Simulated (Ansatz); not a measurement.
# HfGeTe: the cost of one run

Program: Ansatz 0.2.0 through its Python package. Level of theory: DFT r2SCAN, plane waves, PAW. These are calculated values, not measurements.

## 1. Starting point

Symmetry: P4/nmm, No. 129, tetragonal system. Conventional cell: a = 3.870 Å, b = 3.870 Å, c = 8.500 Å, α = 90.00°, β = 90.00°, γ = 90.00°. Hf (site symmetry 4mm) has 4 Ge at 2.82 Å and 5 Te at 2.98 to 3.22 Å in its first shell of neighbours. Ge (site symmetry -4m2) has 4 Ge at 2.74 Å and 4 Hf at 2.82 Å in its first shell of neighbours. Te (site symmetry 4mm) has 5 Hf at 2.98 to 3.22 Å and 4 Te at 3.41 Å in its first shell of neighbours.

The script holds or builds the structure itself.

## 2. The code

File run_eos.py:

```python
'''Bulk modulus of HfGeTe from an E(V) curve.'''

import logging
import sys

import ansatz as az
import numpy as np
from pymatgen.analysis.eos import EOS

logging.basicConfig(stream=sys.stdout, format='%(name)s: %(message)s')
log = logging.getLogger('run')
log.setLevel(logging.INFO)

vectors0 = np.array([
    [3.87, 0.0, 0.0],
    [0.0, 3.87, 0.0],
    [0.0, 0.0, 8.5],
])
sites = [
    ('Hf', (0.0, 0.5, 0.241)),
    ('Hf', (0.5, 0.0, 0.759)),
    ('Ge', (0.0, 0.0, 0.0)),
    ('Ge', (0.5, 0.5, 0.0)),
    ('Te', (0.0, 0.5, 0.62)),
    ('Te', (0.5, 0.0, 0.38)),
]


def on_lattice(cell):
    crystal = az.Crystal(lattice=az.Lattice.of(cell))
    for symbol, position in sites:
        crystal = crystal.atom(symbol, position)
    return crystal

# scale the volume, keep shape and fractions
volumes, energies = [], []
for scale in np.linspace(0.92, 1.08, 7):
    cell = vectors0 * scale ** (1 / 3)
    model = (
        on_lattice(cell).calculation()
        .functional('r2SCAN')
        .occupations('fermi_dirac', width=0.15)  # smearing steadies the SCF of a metal
        .basis(600)
        .kpoints(6, 6, 3)  # the mesh must be finer for metals
    )
    report = model.run().report
    volumes.append(abs(np.linalg.det(cell)) / len(sites))
    energies.append(report['free_energy_ev'] / len(sites))
    log.info(f'V = {volumes[-1]:8.4f} A^3/atom  F = {energies[-1]:.5f} eV/atom')

for form in ['murnaghan']:
    fit = EOS(eos_name=form).fit(volumes, energies)
    log.info(f'{form:18s} V0 {fit.v0:8.4f} A^3/atom  B0 {fit.b0_GPa:7.1f} GPa  B1 {fit.b1:5.2f}')
```

## 3. The input behind the calls

The engine receives this input (first run):

```yaml
crystal:
  lattice:
    - [3.763918757466973, 0.0, 0.0]
    - [0.0, 3.763918757466973, 0.0]
    - [0.0, 0.0, 8.267005022860276]
  atoms:
    - { symbol: Hf, position: [0.0, 0.5, 0.241] }
    - { symbol: Hf, position: [0.5, 0.0, 0.759] }
    - { symbol: Ge, position: [0.0, 0.0, 0.0] }
    - { symbol: Ge, position: [0.5, 0.5, 0.0] }
    - { symbol: Te, position: [0.0, 0.5, 0.62] }
    - { symbol: Te, position: [0.5, 0.0, 0.38] }
basis:
  ecutwfc: 600.0
kpoints:
  mp_grid:
    grid: [6, 6, 3]
hamiltonian:
  xc: r2scan
scf:
  occupations:
    method: fermi_dirac
    width: 0.15
```

## 4. Launch

On the command line:

```bash
$ python run_eos.py
```

What time and memory should one allow on 1 thread of AMD EPYC 9R45 (Zen 5), shared host?

About 71 s, with a peak of 0.99 GiB.
